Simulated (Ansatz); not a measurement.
**C3H9BS: up Jacob's ladder to CCSD(T)**

An exercise on one series of results from a longer session: the logs are not shown, and one member is left open.

Method: functionals in def2-TZVPP, the program's frozen cores in correlated methods; program: Ansatz 0.2.0, Gaussian basis.

Plan: PBE-D4, r2SCAN-D4, PBE0-D4, B3LYP-D4, ωB97X-V, ωB97M-V, B2PLYP; CCSD(T)/def2-TZVPP; MP2/def2-QZVPP; extrapolation to the limit.

**The geometry**

All runs share one geometry, relaxed beforehand with PBE0-D4 in a triple-zeta def2 set.

SMILES `CCCBS`, 14 atoms, charge 0, spin multiplicity 1.

Atoms are counted from 1 here; the program's logs count them from 0.

Bond lengths: C1–C2 1.520 Å, C1–H6 1.092 Å, C1–H7 1.094 Å, C1–H8 1.093 Å, C2–C3 1.523 Å, C2–H9 1.097 Å, C2–H10 1.095 Å, C3–B4 1.562 Å, C3–H11 1.102 Å, C3–H12 1.099 Å, B4–S5 1.779 Å, B4–H13 1.197 Å, S5–H14 1.345 Å. Angles: C2–C1–H6 111.6°, C2–C1–H7 110.7°, C2–C1–H8 111.6°, H6–C1–H7 107.7°, H6–C1–H8 107.9°, H7–C1–H8 107.2°, C1–C2–C3 112.8°, C1–C2–H9 109.9°, C1–C2–H10 109.0°, C3–C2–H9 109.9°, C3–C2–H10 109.6°, H9–C2–H10 105.3°, C2–C3–B4 120.1°, C2–C3–H11 110.2°, C2–C3–H12 110.0°, B4–C3–H11 103.8°, B4–C3–H12 107.9°, H11–C3–H12 103.4° and more.

The first run:

Contents of in.yaml:

```yaml
crystal:
  periodic: [false, false, false]
  atoms:
    - {symbol: C, position_ang: [-1.353573, 0.900991, 0.152373]}
    - {symbol: C, position_ang: [0.132007, 0.860582, 0.473590]}
    - {symbol: C, position_ang: [0.648308, -0.553501, 0.704909]}
    - {symbol: B, position_ang: [0.804298, -1.537715, -0.498555]}
    - {symbol: S, position_ang: [0.744296, -1.137682, -2.230908]}
    - {symbol: H, position_ang: [-1.697822, 1.921682, -0.029217]}
    - {symbol: H, position_ang: [-1.939106, 0.496099, 0.982554]}
    - {symbol: H, position_ang: [-1.590864, 0.304766, -0.732624]}
    - {symbol: H, position_ang: [0.701689, 1.339508, -0.331767]}
    - {symbol: H, position_ang: [0.321005, 1.469742, 1.363352]}
    - {symbol: H, position_ang: [1.655452, -0.523264, 1.151913]}
    - {symbol: H, position_ang: [0.043879, -1.053712, 1.473926]}
    - {symbol: H, position_ang: [1.040972, -2.695007, -0.302772]}
    - {symbol: H, position_ang: [0.476659, 0.178310, -2.147976]}
basis:
  gaussian: {orbitals: def2-TZVPP}
hamiltonian: {xc: pbe, dispersion: d4}
output: {forces: true, orbitals: {seedname: orbitals}}
```

On the command line:

```console
$ ansatz run in.yaml --threads 4 --pin off --events-out ev --progress --plain --max-ram 10444MiB
```

Among the steps run: PBE-D4 (GGA); r2SCAN-D4 (meta-GGA); PBE0-D4 (hybrid); B3LYP-D4 (hybrid); ωB97X-V (range-separated); ωB97M-V (range-separated); B2PLYP (double hybrid); CCSD(T) in def2-TZVPP; MP2 in def2-QZVPP.

One table of the session follows, with a row left open; its other results are not shown here.

| method | atomisation energy (kJ/mol) |
| --- | --- |
| PBE-D4 | ? |
| r2SCAN-D4 | 5340.9 |
| PBE0-D4 | 5352.4 |
| B3LYP-D4 | 5321.4 |
| ωB97X-V | 5326.0 |
| ωB97M-V | 5337.6 |
| B2PLYP | 5262.3 |
| HF/def2-TZVPP | 4051.6 |
| MP2/def2-TZVPP | 5242.1 |
| CCSD/def2-TZVPP | 5130.0 |
| CCSD(T)/def2-TZVPP | 5193.2 |
| MP2/CBS | 5352.1 |
| CCSD(T)/CBS | 5303.3 |

Estimate the missing values for PBE-D4.

**Answer.** atomisation energy (kJ/mol): 5404.2. In the column «atomisation energy (kJ/mol)» it is the highest.
